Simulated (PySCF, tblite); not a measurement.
# C₇H₉FOS: geometry, infrared bands and NMR shifts

Aim: predict the infrared bands and NMR shifts of C₇H₉FOS (`CC(=S)C1=C[C@@H](F)COC1`).

Programs: tblite 0.8.0 and PySCF 2.14.0, with density-fitted response routines of our own. Each step states its level of theory. These are calculated values for one molecule in the gas phase, unless marked as measured. Atoms are numbered from 0 throughout.

## Step 1: The molecule as given

19 atoms, charge 0, multiplicity 1; geometry from: force field or distance geometry start.

Bonds of the start (Å): C0–C1 1.49, C1–S2 1.61, C1–C3 1.46, C3–C4 1.35, C4–C5 1.51, C5–F6 1.40, C5–C7 1.52, C7–O8 1.37, O8–C9 1.37, C9–C3 1.49, C0–H10 1.11, C0–H11 1.11, C0–H12 1.11, C4–H13 1.06, C5–H14 1.08, C7–H15 1.12, C7–H16 1.13, C9–H17 1.11, C9–H18 1.13.

## Step 2: Optimising the geometry with GFN2-xTB

What the job is given:

```
{"job": {"kind": "relax", "xc": "GFN2-xTB", "basis": "xTB"}, "charge": 0, "multiplicity": 1}
C      2.689400    -0.823100     0.124700
C      1.710000     0.056300    -0.577700
S      2.224400     0.860400    -1.877100
C      0.328400     0.242800    -0.159500
C     -0.194500    -0.378900     0.915500
C     -1.647100    -0.057700     1.171600
F     -1.747700     1.314900     1.427000
C     -2.253100    -0.222700    -0.217100
O     -1.822300     0.727700    -1.101000
C     -0.529800     1.155400    -0.958100
H      3.290000    -0.237200     0.845900
H      3.380500    -1.222200    -0.642500
H      2.124300    -1.612900     0.656200
H      0.379800    -1.043200     1.514500
H     -2.101100    -0.679600     1.933800
H     -3.364500    -0.282300    -0.117000
H     -1.949300    -1.240700    -0.599100
H     -0.037700     1.308500    -1.943600
H     -0.489500     2.143900    -0.403700
```

Run with:

```console
OMP_NUM_THREADS=1 python probes_run.py task.json out
```

The driver reads the jobs from task.json and runs them one after another.

**Question.** This job is followed by: GFN2-xTB harmonic vibrations, gas phase; GIAO PBE0/pcSseg-1 NMR shielding, non-relativistic, gas phase. Predict these results of the whole session: strongest single infrared mode (GFN2-xTB); zero-point energy (GFN2-xTB); 13C shifts against TMS (PBE0/pcSseg-1); 1H shifts against TMS (PBE0/pcSseg-1, means over atoms taken as alike); 33S shifts against CS2 (PBE0/pcSseg-1); 19F shifts against CFCl3 (PBE0/pcSseg-1); 17O shifts against H2O (PBE0/pcSseg-1); surface potential, 1st and 99th percentile.

The runs gave:

```
                                                              quantity                                            value
                             strongest single infrared mode (GFN2-xTB)                             1029 cm⁻¹, 64 km/mol
                                          zero-point energy (GFN2-xTB)                                    90.7 kcal/mol
                                13C shifts against TMS (PBE0/pcSseg-1)  254.9, 148.1, 140.4, 87.3, 71.9, 69.4, 38.8 ppm
1H shifts against TMS (PBE0/pcSseg-1, means over atoms taken as alike)     7.16, 5.62, 4.78, 4.60, 4.39, 3.45, 3.23 ppm
                                33S shifts against CS2 (PBE0/pcSseg-1)                                         1061 ppm
                              19F shifts against CFCl3 (PBE0/pcSseg-1)                                       -231.3 ppm
                                17O shifts against H2O (PBE0/pcSseg-1)                                         28.5 ppm
                                 surface potential, 1st and 99th percentile                               -1.18 V and 1.21 V
```

In words: Over 168 steps the energy fell by 0.812 eV; of the close pairs, O8–C9 changed most, 1.369 to 1.408 Å. All 51 modes are real, so the xTB geometry is a minimum. The strongest single mode, at 1029 cm⁻¹, is spread over many atoms; the largest shares are those of C5, F6. Unscaled tight-binding wavenumbers are off by several per cent, some by more. Its intensities can rank the bands wrongly. The most deshielded carbon is C1 (thiocarbonyl carbon), at 254.9 ppm: low-lying n→π* states of the double bond to the heteroatom give a large paramagnetic term (-326 ppm). H13 (hydrogen on an alkene CH) lies farthest downfield among hydrogen, at 7.16 ppm; attached to an sp2 carbon and in the plane of the double bond. At PBE0/pcSseg-1: The widest tensor belongs to S2: span 2630 ppm, with a paramagnetic part of -1615 ppm. At PBE0/pcSseg-1, counted by nearest atom on the grid, the HOMO lies on S2 79 %, the LUMO on S2 33 %; C1 27 %.
